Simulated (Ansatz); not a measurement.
**BH2I: taking an electron away**

Aim: the vertical ionisation energy of BH2I, as cation minus neutral at the neutral's geometry, on several levels, and how well −ε(HOMO) stands in for it.

Method: unrestricted cation, the program's frozen cores in correlated methods; program: Ansatz 0.2.0, Gaussian basis.

The runs, in order: UKS PBE-D4/def2-TZVPP; UKS r2SCAN-D4/def2-TZVPP; UKS PBE0-D4/def2-TZVPP; UKS B3LYP-D4/def2-TZVPP; UKS wB97X-V/def2-TZVPP; UKS wB97M-V/def2-TZVPP; UKS B2PLYP/def2-TZVPP; UHF-CCSD(T)/def2-TZVPP; UHF-MP2/def2-QZVPP; extrapolation to the limit; then −ε(HOMO) from the neutral's earlier runs with LDA (SPW92), PBE-D4, revPBE-D4, BLYP-D4, r2SCAN-D4, B97M-V, PBE0-D4, B3LYP-D4, r2SCANh-D4, r2SCAN0-D4, HSE06-D4, BHLYP-D4, CAM-B3LYP-D4, LC-ωPBE, ωB97X-V, ωB97M-V.

### 1 The relaxed structure

The geometry comes from an earlier relaxation with PBE0-D4 in a triple-zeta def2 set; it is a stationary point. I takes the def2 core potential; no spin-orbit term is included.

SMILES `BI`, 4 atoms, charge 0, spin multiplicity 1.

Atoms are counted from 1 here; the program's logs count them from 0.

Bond lengths: B1–I2 2.099 Å, B1–H3 1.188 Å, B1–H4 1.188 Å. Angles: I2–B1–H3 117.7°, I2–B1–H4 117.7°, H3–B1–H4 124.5°.

Geometry (Å):

```
B    -0.19931    0.03381   -0.12254
I     1.60309   -0.37951    0.87049
H    -1.13828   -0.64893    0.12882
H    -0.21000    0.93433   -0.89707
```

### 2 Cation, UKS PBE-D4/def2-TZVPP

in.yaml reads:

```yaml
crystal:
  periodic: [false, false, false]
  atoms:
    - {symbol: B, position_ang: [-0.199309, 0.033806, -0.122535]}
    - {symbol: I, position_ang: [1.603091, -0.379509, 0.870489]}
    - {symbol: H, position_ang: [-1.138278, -0.648932, 0.128817]}
    - {symbol: H, position_ang: [-0.210003, 0.934334, -0.897071]}
basis:
  gaussian: {orbitals: def2-TZVPP}
total_charge: 1
magnetization: {spin_polarized: true, initial_magnetization: 1}
hamiltonian: {xc: pbe, dispersion: d4}
```

Run with:

```sh
> ansatz run in.yaml --threads 4 --pin off --events-out ev --progress --plain --max-ram 10444MiB
```

Further steps of the session: Cation, UKS r2SCAN-D4/def2-TZVPP; Cation, UKS PBE0-D4/def2-TZVPP; Cation, UKS B3LYP-D4/def2-TZVPP; Cation, UKS wB97X-V/def2-TZVPP; Cation, UKS wB97M-V/def2-TZVPP; Cation, UKS B2PLYP (frozen core)/def2-TZVPP; Cation, UHF-CCSD(T)/def2-TZVPP; Cation, UHF-MP2/def2-QZVPP.

Q: Predict the results of all the runs planned. Wanted: ionisation energy, CCSD(T)/CBS; nearest functional by difference; nearest −ε(HOMO); −ε(HOMO) of PBE; T1 of the cation.

As calculated:

```
                        quantity               value
  ionisation energy, CCSD(T)/CBS            10.15 eV
nearest functional by difference  ωB97X-V (-0.17 eV)
                nearest −ε(HOMO)  LC-ωPBE (+0.01 eV)
                 −ε(HOMO) of PBE             6.45 eV
                T1 of the cation               0.015
```

In words: Energy differences with functionals land within 0.35 eV of the reference. −ε(HOMO) of PBE misses by 3.7 eV, since self-interaction lifts the level. Among orbital estimates LC-ωPBE comes nearest. Hartree-Fock falls 1.12 eV short, as the neutral has more correlation energy than the cation. The cation may have settled in a state other than its lowest; no search over hole states beyond the program's own was made. Correlated methods include outer-core shells of I, which these sets cover unevenly. With outer-core shells in play the reference is unsure by up to some tenths of an eV, so close misses can't be ranked.
